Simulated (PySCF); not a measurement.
# Sc⁺: excitation energy in aug-cc-pwCVTZ-DK

Wanted: the excitation energy of scandium, up a ladder of methods.

Program: PySCF 2.14.0. Level of theory: unrestricted determinants in a Gaussian basis, no spin-orbit coupling in the energies. These are calculated values, not measurements, unless marked.

### 1 What is computed

- Element: scandium (Z = 21)
- Basis: aug-cc-pwCVTZ-DK (10s9p7d4f3g, 127 functions)
- Hamiltonian: scalar relativity by spin-free X2C-1e
- State 1: Sc⁺: [Ar] 4s2, closed-shell 1S (an excited configuration)
- Needed too, but not shown: Sc⁺ [Ar] 3d1 4s1 (3D)
- Methods: UHF, LDA, PBE, PBE0, r2SCAN, wB97M-V, MN15, revPBE, MP2
- Core shells frozen in the correlated runs: valence: [Ar]; valence and next inner shell: [Ne]; all electrons: nothing (for Sc⁺)

The outer shells:

Sc+ [Ar] 4s2
```
[Ar] core
4s [↑↓]
```

One driver process ran all states and methods and kept the integrals in memory. Each run is shown as a PySCF script that sums up its settings (the driver passes frozen orbitals as a list and adds second-order terms of double hybrids); the logs are those of the runs themselves. The driver starts from symmetry-adapted Hartree-Fock orbitals, holds the occupation by maximum overlap and uses a logarithmic radial grid for functionals, so a plain start would take other cycles.

The integrals over 127 functions and the set-up took 13 s of CPU time.

### 2 Sc⁺ [Ar] 4s2, method by method

UHF:

Input file input.py:

```python
from pyscf import gto, scf, dft, mp, cc
import basis_set_exchange as bse
mol = gto.M(atom="Sc 0 0 0", charge=1, spin=0, symmetry="D2h",
            basis=gto.basis.parse(bse.get_basis("aug-cc-pwCVTZ-DK", elements=["Sc"], fmt="nwchem")),
            nucmod="G")
mf = scf.UHF(mol).sfx2c1e()
mf.irrep_nelec = {'Ag': (4, 4), 'B1u': (2, 2), 'B2u': (2, 2), 'B3u': (2, 2)}
mf.kernel()
```

LDA:

input.py differs from the last one in:

```diff
@@ -5,3 +5,3 @@
             nucmod="G")
-mf = scf.UHF(mol).sfx2c1e()
+mf = dft.UKS(mol, xc="LDA,VWN").sfx2c1e()
 mf.irrep_nelec = {'Ag': (4, 4), 'B1u': (2, 2), 'B2u': (2, 2), 'B3u': (2, 2)}
```

PBE:

input.py differs from the last one in:

```diff
@@ -5,3 +5,3 @@
             nucmod="G")
-mf = dft.UKS(mol, xc="LDA,VWN").sfx2c1e()
+mf = dft.UKS(mol, xc="PBE").sfx2c1e()
 mf.irrep_nelec = {'Ag': (4, 4), 'B1u': (2, 2), 'B2u': (2, 2), 'B3u': (2, 2)}
```

PBE0:

input.py differs from the last one in:

```diff
@@ -5,3 +5,3 @@
             nucmod="G")
-mf = dft.UKS(mol, xc="PBE").sfx2c1e()
+mf = dft.UKS(mol, xc="PBE0").sfx2c1e()
 mf.irrep_nelec = {'Ag': (4, 4), 'B1u': (2, 2), 'B2u': (2, 2), 'B3u': (2, 2)}
```

r2SCAN:

input.py differs from the last one in:

```diff
@@ -5,3 +5,3 @@
             nucmod="G")
-mf = dft.UKS(mol, xc="PBE0").sfx2c1e()
+mf = dft.UKS(mol, xc="R2SCAN").sfx2c1e()
 mf.irrep_nelec = {'Ag': (4, 4), 'B1u': (2, 2), 'B2u': (2, 2), 'B3u': (2, 2)}
```

wB97M-V:

input.py differs from the last one in:

```diff
@@ -5,3 +5,3 @@
             nucmod="G")
-mf = dft.UKS(mol, xc="R2SCAN").sfx2c1e()
+mf = dft.UKS(mol, xc="WB97M_V").sfx2c1e()
 mf.irrep_nelec = {'Ag': (4, 4), 'B1u': (2, 2), 'B2u': (2, 2), 'B3u': (2, 2)}
```

MN15:

input.py differs from the last one in:

```diff
@@ -5,3 +5,3 @@
             nucmod="G")
-mf = dft.UKS(mol, xc="WB97M_V").sfx2c1e()
+mf = dft.UKS(mol, xc="MN15").sfx2c1e()
 mf.irrep_nelec = {'Ag': (4, 4), 'B1u': (2, 2), 'B2u': (2, 2), 'B3u': (2, 2)}
```

revPBE:

input.py differs from the last one in:

```diff
@@ -5,3 +5,3 @@
             nucmod="G")
-mf = dft.UKS(mol, xc="MN15").sfx2c1e()
+mf = dft.UKS(mol, xc="PBE_R,PBE").sfx2c1e()
 mf.irrep_nelec = {'Ag': (4, 4), 'B1u': (2, 2), 'B2u': (2, 2), 'B3u': (2, 2)}
```

MP2 (valence):

input.py differs from the last one in:

```diff
@@ -5,4 +5,5 @@
             nucmod="G")
-mf = dft.UKS(mol, xc="PBE_R,PBE").sfx2c1e()
+mf = scf.UHF(mol).sfx2c1e()
 mf.irrep_nelec = {'Ag': (4, 4), 'B1u': (2, 2), 'B2u': (2, 2), 'B3u': (2, 2)}
 mf.kernel()
+mp.UMP2(mf, frozen=9).kernel()
```

### 3 Sc⁺ [Ar] 4s2, continued

MP2 (valence and next inner shell):

input.py, as its differences from that of step 2:

```diff
@@ -8,2 +8,2 @@
 mf.kernel()
-mp.UMP2(mf, frozen=9).kernel()
+mp.UMP2(mf, frozen=5).kernel()
```

MP2 (all electrons):

input.py differs from the last one in:

```diff
@@ -8,2 +8,2 @@
 mf.kernel()
-mp.UMP2(mf, frozen=5).kernel()
+mp.UMP2(mf, frozen=0).kernel()
```

What does the calculation give?

**Answer**, as computed:

| quantity | value |
| --- | --- |
| excitation energy, Sc⁺ → [Ar] 4s2 | UHF 2.007, MP2 (all electrons) 1.450 eV; reference 1.442 |

Accuracy by level (over 1 difference):

| method | mean absolute miss against the measured value (with the measured fine structure taken into account where it is known) (eV) |
| --- | --- |
| UHF | 0.565 |
| LDA | 0.725 |
| PBE | 0.859 |
| PBE0 | 0.810 |
| wB97M-V | 0.364 |
| MN15 | 0.246 |
| revPBE | 0.917 |
| MP2 (valence) | 0.016 |
| SCS-MP2 (valence) | 0.216 |
| MP2 (valence and next inner shell) | 0.003 |
| SCS-MP2 (valence and next inner shell) | 0.127 |
| MP2 (all electrons) | 0.008 |
| SCS-MP2 (all electrons) | 0.126 |

What this shows: Against experiment MP2 (valence and next inner shell) comes closest (off by 0.00 eV), level with MP2 (all electrons) and revPBE is farthest (0.92 eV). In a finite basis a lower level can come nearest by cancelling errors. PBE is off by +0.86 eV. The basis is finite, and no extrapolation was made.
